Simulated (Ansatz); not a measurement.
# C₂H₃GaS: one species, many methods

One table from this session's results is given with a row withheld; the runs are named, their logs left out.

Method: functionals in def2-TZVPP, the program's frozen cores in correlated methods; program: Ansatz 0.2.0, Gaussian basis.

Plan: LDA (SPW92), PBE-D4, revPBE-D4, BLYP-D4, r2SCAN-D4, B97M-V, PBE0-D4, B3LYP-D4, r2SCANh-D4, r2SCAN0-D4, HSE06-D4, BHLYP-D4, CAM-B3LYP-D4, LC-ωPBE, ωB97X-V, ωB97M-V, B2PLYP, PBE-QIDH; CCSD(T)/def2-SVP; CCSD(T)/def2-TZVPP; MP2/def2-QZVPP; extrapolation to the limit; RPA on PBE.

### The relaxed structure

The geometry comes from an earlier relaxation with PBE0-D4 in a triple-zeta def2 set; it is a stationary point, not always the lowest conformer.

7 atoms, charge 0, spin multiplicity 1.

Atoms are counted from 1 here; the program's logs count them from 0.

Bond lengths: C1–C2 1.323 Å, C1–H5 1.084 Å, C1–H6 1.087 Å, C2–S3 1.805 Å, C2–Ga4 1.891 Å, S3–Ga4 2.208 Å, Ga4–H7 1.530 Å. Angles: C2–C1–H5 120.7°, C2–C1–H6 121.7°, H5–C1–H6 117.6°, C1–C2–S3 132.0°, C1–C2–Ga4 154.7°, S3–C2–Ga4 73.3°, C2–S3–Ga4 55.1°, C2–Ga4–S3 51.5°, C2–Ga4–H7 168.0°, S3–Ga4–H7 140.4°.

As a file:

```xyz
7
charge 0, multiplicity 1
C    -0.0591    1.1184    0.8864
C    -0.1001    0.0107    0.1638
S    -1.0078   -1.5347    0.3743
Ga    0.3716   -1.0975   -1.2936
H     0.5626    1.9537    0.5851
H    -0.6413    1.2280    1.7977
H     0.9354   -1.7467   -2.5594
```

The first run:

Input file in.yaml:

```yaml
crystal:
  periodic: [false, false, false]
  atoms:
    - {symbol: C, position_ang: [-0.059066, 1.118425, 0.886405]}
    - {symbol: C, position_ang: [-0.100097, 0.010658, 0.163838]}
    - {symbol: S, position_ang: [-1.007818, -1.534718, 0.374288]}
    - {symbol: Ga, position_ang: [0.371572, -1.097501, -1.293564]}
    - {symbol: H, position_ang: [0.562585, 1.953744, 0.585089]}
    - {symbol: H, position_ang: [-0.641259, 1.228029, 1.797714]}
    - {symbol: H, position_ang: [0.935385, -1.746737, -2.559370]}
basis:
  gaussian: {orbitals: def2-TZVPP}
hamiltonian: {xc: lda}
output: {orbitals: {seedname: orbitals}}
```

Started as:

```bash
ansatz run in.yaml --threads 2 --pin off --events-out ev --progress --plain --max-ram 4352MiB
```

Among the steps run: LDA; PBE-D4 (GGA); revPBE-D4 (GGA); BLYP-D4 (GGA); r2SCAN-D4 (meta-GGA); B97M-V (meta-GGA); B3LYP-D4 (hybrid); r2SCANh-D4 (hybrid); r2SCAN0-D4 (hybrid); HSE06-D4 (hybrid); BHLYP-D4 (hybrid); CAM-B3LYP-D4 (range-separated); LC-ωPBE (range-separated); ωB97X-V (range-separated); ωB97M-V (range-separated); B2PLYP (double hybrid); PBE-QIDH (double hybrid).

One of the session's tables, all rows but one given; the rest of the session is left out.

```
  functional  HOMO (eV)  LUMO (eV)  gap (eV)
 LDA (SPW92)      -5.55      -2.79      2.77
      PBE-D4      -5.37      -2.53      2.84
   revPBE-D4      -5.31      -2.43      2.88
     BLYP-D4      -5.20      -2.45      2.75
   r2SCAN-D4      -5.54      -2.33      3.21
      B97M-V      -5.54      -2.45      3.09
     PBE0-D4      -6.34      -1.77      4.57
    B3LYP-D4      -6.13      -2.01      4.12
  r2SCANh-D4      -5.91      -2.06      3.86
  r2SCAN0-D4      -6.47      -1.65      4.82
    HSE06-D4      -5.95      -2.14      3.81
    BHLYP-D4      -7.16      -1.01      6.16
CAM-B3LYP-D4          ?          ?         ?
     LC-ωPBE      -8.83       0.25      9.08
     ωB97X-V      -8.49       0.14      8.63
     ωB97M-V      -8.38      -0.03      8.35
```

Q: Estimate the row for CAM-B3LYP-D4 from the others.

As computed: HOMO (eV): -7.54; LUMO (eV): -0.86; gap (eV): 6.68. In the column «HOMO (eV)» it lies between ωB97M-V (-8.38) and BHLYP-D4 (-7.16).
